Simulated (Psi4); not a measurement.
**GeF2 (SMILES [F][Ge][F]): BLYP/def2-TZVPP**

What is the energy change on altering one bond length of GeF2 at BLYP/def2-TZVPP? 

The results are computed with Psi4 1.11.

2 further runs of the same task are left out: 2 set aside as unsound or not needed.

## 1. The structure to begin with

GeF2: 3 atoms, total charge 0, spin state singlet. As SMILES, `[F][Ge][F]`. The coordinates come from a PBE0-D4/def2-TZVP relaxation.

Bond lengths: F1–Ge2 1.745 Å, Ge2–F3 1.745 Å. Angles: F1–Ge2–F3 97.2°.

## 2. Energy and gradient at BLYP/def2-TZVPP

The input, calc.py:

```python
import psi4

psi4.set_memory('1600 MB')
psi4.set_num_threads(1)
psi4.core.set_output_file('f2ge.out', False)

mol = psi4.geometry("""
F     -0.675900    -1.101800    -0.497500
Ge     0.637500    -0.295200     0.320200
F      0.027600     1.332100     0.164100
symmetry c1
no_reorient
no_com
""")

psi4.set_options({
    'basis': 'def2-TZVPP',
    'puream': True,
    'e_convergence': 1e-09,
    'd_convergence': 1e-08,
    'scf_type': 'pk',
    'dft_radial_points': 99,
    'dft_spherical_points': 590,
})

E, wfn = psi4.gradient("blyp", return_wfn=True)
print('gradient / Eh bohr^-1')
print(E.np.round(6))
print(f'energy = {wfn.energy():.10f} Eh')
```

Command:

```
$ python calc.py
```

f2ge.out:

```text
[...]
  Running in c1 symmetry.
[...]
  Nuclear repulsion =  191.062717603408316
[...]
  Multiplicity = 1
[...]
  Nalpha       = 25
  Nbeta        = 25
[...]
    Number of basis functions: 110
[...]
   @RKS iter   1: -2275.52346685964540   -2.01510e+00   2.77085e-02 DIIS/ADIIS
[...]
   @RKS iter  12: -2276.92165639378936   -5.91172e-12   2.22074e-09 DIIS
[...]
    Orbital Energies [Eh]
    ---------------------
    Doubly Occupied:
       1A   -397.233625     2A    -49.232564     3A    -43.858742
       4A    -43.856320     5A    -43.855517     6A    -24.264097
       7A    -24.264082     8A     -6.010296     9A     -4.234266
      10A     -4.228604    11A     -4.225333    12A     -1.154135
      13A     -1.150063    14A     -1.141101    15A     -1.138567
      16A     -1.134140    17A     -1.052030    18A     -1.023409
      19A     -0.492378    20A     -0.396862    21A     -0.370657
      22A     -0.368300    23A     -0.346310    24A     -0.331929
      25A     -0.278296
[...]
  @RKS Final Energy: -2276.92165639378936
   => Energetics <=
    Nuclear Repulsion Energy =            191.0627176034083163
    One-Electron Energy =               -3554.0274826512354593
    Two-Electron Energy =                1186.0862029755626281
    DFT Exchange-Correlation Energy =    -100.0430943215247481
    Empirical Dispersion Energy =           0.0000000000000000
    VV10 Nonlocal Energy =                  0.0000000000000000
    Total Energy =                      -2276.9216563937893625
[...]
 Multipole Moments:
 ------------------------------------------------------------------------------------
     Multipole            Electronic (a.u.)      Nuclear  (a.u.)        Total (a.u.)
 ------------------------------------------------------------------------------------
 L = 1.  Multiply by 2.5417464519 to convert [e a0] to [Debye]
 Dipole X            :        -26.7396623           27.5244279            0.7847656
 Dipole Y            :         13.5993179          -13.9342735           -0.3349556
 Dipole Z            :        -13.2952466           13.6925776            0.3973309
 Magnitude           :                                                    0.9412355
[...]
  -Total Gradient:
     Atom            X                  Y                   Z
    ------   -----------------  -----------------  -----------------
       1        0.014434820276     0.010028335736     0.009116829923
       2       -0.020629948004     0.008781188013    -0.010447746280
       3        0.006094375046    -0.018766381712     0.001279920241
[...]
```

On the terminal:

```text
gradient / Eh bohr^-1
[[ 0.014435  0.010028  0.009117]
 [-0.02063   0.008781 -0.010448]
 [ 0.006094 -0.018766  0.00128 ]]
energy = -2276.9216563938 Eh
```

It took 21 s on 1 thread of Intel Xeon Platinum 8488C (Sapphire Rapids), shared host; peak memory 0.55 GiB.

## 3. The distorted shape, same level

The input, f2ge.in:

```
memory 1600 mb

molecule {
  0 1
  F     -0.872912    -1.222792    -0.620157
  Ge     0.637500    -0.295200     0.320200
  F      0.027600     1.332100     0.164100
  symmetry c1
}

set basis def2-TZVPP
set reference rks
set puream true
set e_convergence 1e-09
set d_convergence 1e-08
set scf_type pk
set dft_radial_points 99
set dft_spherical_points 590

E, wfn = gradient("blyp", return_wfn=True)
oeprop(wfn, "MAYER_INDICES", "DIPOLE", "LOWDIN_CHARGES")
```

Command:

```
$ psi4 -n 1 f2ge.in f2ge.out
```

f2ge.out:

```text
[...]
  Running in c1 symmetry.
[...]
  Nuclear repulsion =  178.498649610098312
[...]
  Multiplicity = 1
[...]
  Nalpha       = 25
  Nbeta        = 25
[...]
    Number of basis functions: 110
[...]
   @RKS iter   1: -2275.53661312233544   -2.21955e+00   2.75199e-02 DIIS/ADIIS
[...]
   @RKS iter  12: -2276.90942261374130   -1.63709e-11   2.66820e-09 DIIS
[...]
    Orbital Energies [Eh]
    ---------------------
    Doubly Occupied:
       1A   -397.257114     2A    -49.255210     3A    -43.881261
       4A    -43.879476     5A    -43.878321     6A    -24.281745
       7A    -24.225263     8A     -6.030264     9A     -4.253815
      10A     -4.248427    11A     -4.245645    12A     -1.170403
      13A     -1.160273    14A     -1.160092    15A     -1.158125
      16A     -1.153707    17A     -1.053846    18A     -0.983156
      19A     -0.493075    20A     -0.378047    21A     -0.374596
      22A     -0.365135    23A     -0.303510    24A     -0.298997
      25A     -0.285415
[...]
  @RKS Final Energy: -2276.90942261374130
   => Energetics <=
    Nuclear Repulsion Energy =            178.4986496100983118
    One-Electron Energy =               -3528.6520088870720429
    Two-Electron Energy =                1173.2194981842744710
    DFT Exchange-Correlation Energy =     -99.9755615210420103
    Empirical Dispersion Energy =           0.0000000000000000
    VV10 Nonlocal Energy =                  0.0000000000000000
    Total Energy =                      -2276.9094226137412988
[...]
  -Total Gradient:
     Atom            X                  Y                   Z
    ------   -----------------  -----------------  -----------------
       1       -0.046332860509    -0.023223808257    -0.000000000000
       2        0.042739718733     0.036218115057     0.000000000001
       3        0.003603348943    -0.012814833847     0.000000000000
[...]
 Multipole Moments:
 ------------------------------------------------------------------------------------
     Multipole            Electronic (a.u.)      Nuclear  (a.u.)        Total (a.u.)
 ------------------------------------------------------------------------------------
 L = 1.  Multiply by 2.5417464519 to convert [e a0] to [Debye]
 Dipole X            :          3.6861570           -2.3102038            1.3759532
 Dipole Y            :         -0.7270464            0.6806906           -0.0463558
 Dipole Z            :          0.0000000           -0.0000000            0.0000000
 Magnitude           :                                                    1.3767338
[...]
```

It took 21 s on 1 thread of Intel Xeon Platinum 8488C (Sapphire Rapids), shared host; peak memory 0.55 GiB.

## 4. Summary of results

Level: BLYP/def2-TZVPP.

```
                                                          quantity           value
                                         first shape: total energy  -2276.92166 Eh
                                        first shape: dipole moment          2.39 D
                                          first shape: HOMO energy        -7.57 eV
                                          first shape: LUMO energy        -3.29 eV
                                        first shape: HOMO–LUMO gap         4.29 eV
                             first shape: largest force on an atom      1.272 eV/Å
                                     distorted shape: total energy  -2276.90942 Eh
                                    distorted shape: dipole moment          3.50 D
                                      distorted shape: HOMO energy        -7.77 eV
                                      distorted shape: LUMO energy        -3.80 eV
                                    distorted shape: HOMO–LUMO gap         3.97 eV
                         distorted shape: largest force on an atom      2.881 eV/Å
energy change with the F1–Ge2 bond stretched from 1.745 to 2.007 Å        0.333 eV
```

With the F1–Ge2 bond stretched from 1.745 to 2.007 Å the energy rises by 0.33 eV (32.1 kJ/mol). The first shape isn't relaxed at this level, so the change isn't measured from a minimum. The largest force (first shape) is 1.27 eV/Å: the shape isn't a stationary point for this species at this level.
